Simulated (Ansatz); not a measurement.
# MnSe: how the settings move a single-point run

Question: which choices in the input matter for MnSe?

Method: reference: DFT, LDA, PAW with Ansatz's default frozen-core files, scalar-relativistic, in Ansatz 0.2.0.

**1. The starting structure**

The structure is cubic, space group F-43m (No. 216). Conventional cell: a = 5.820 Å, b = 5.820 Å, c = 5.820 Å, α = 90.00°, β = 90.00°, γ = 90.00°. Mn (site symmetry -43m) is surrounded by 4 Se at 2.52 Å. Around Se (site symmetry -43m) lie 4 Mn at 2.52 Å.

Structure file:

```
CELL_PARAMETERS angstrom
0.00000 2.91000 2.91000
2.91000 0.00000 2.91000
2.91000 2.91000 0.00000
ATOMIC_POSITIONS crystal
Mn 0.00000 0.00000 0.00000
Se 0.25000 0.25000 0.25000
```

**2. Reference**

Input file input.yaml:

```yaml
crystal:
  lattice:
    - [0.0, 2.91, 2.91]
    - [2.91, 0.0, 2.91]
    - [2.91, 2.91, 0.0]
  atoms:
    - { symbol: Mn, position: [0.0, 0.0, 0.0], spin: 4.1, spin_axis: [1.0, 0.0, 0.0] }
    - { symbol: Se, position: [0.25, 0.25, 0.25] }
magnetization:
  noncollinear: true
  spin_spiral: { q: [-0.5, -0.5, 0.0] }
kpoints:
  mp_grid: { grid: [12, 12, 12] }
scf:
  occupations: { method: fermi_dirac, width: 0.03 }
  lower_state_search: "off"
hamiltonian:
  xc: lda
  pseudopotentials: { kind: paw }
output:
  eigenvalues: false
```

Run with:

```
ansatz run input.yaml --threads 2 --pin off --max-ram 5120MiB --backend cpu --events-out ev --progress --plain --runs-dir out
```

**3. Changed: starting moments, lock_directions true**

input.yaml: that of step 2 with these lines changed.

```diff
@@ -6,3 +6,3 @@
   atoms:
-    - { symbol: Mn, position: [0.0, 0.0, 0.0], spin: 4.1, spin_axis: [1.0, 0.0, 0.0] }
+    - { symbol: Mn, position: [0.0, 0.0, 0.0], spin: 4.1, spin_axis: [0.8660254, 0.0, 0.5] }
     - { symbol: Se, position: [0.25, 0.25, 0.25] }
@@ -11,2 +11,3 @@
   spin_spiral: { q: [-0.5, -0.5, 0.0] }
+  spin_locking: { lock_directions: true }
 kpoints:
```

What does the calculation give? Wanted: for each run, ending; energy change; abs. moment.

The runs gave:

```tsv
run	ending	energy change	abs. moment (μB)	cycles	time
reference	converged	0	4.40	12	2.4 min
1: starting moments, lock_directions true	converged	+28.4 meV/atom	4.52	19	22 min
```

Residual by cycle in the longest SCF loop of each run; runs are numbered as in the table. The quantity is the density residual dr2, in eV.

```tsv
cycle	reference	run 1
1	69.4	70.7
3	0.723	0.626
4	0.0301	0.0883
6	0.335	0.0247
8	1.4e-4	2.1e-4
9	7.6e-5	8.0e-5
11	3.2e-8	3.0e-7
12	1.2e-8	1.5e-7
14	-	4.6e-6
16	-	4.9e-7
17	-	7.4e-9
19	-	1.3e-9
```

**Reading.** Changing the constraint on the moments moves the energy by +28.4 meV/atom, and the absolute moment goes from 4.40 to 4.52 μB. The order is imposed by the input, not reached freely. Cost: 19 SCF cycles against 12, 22 min against 2.4 min.
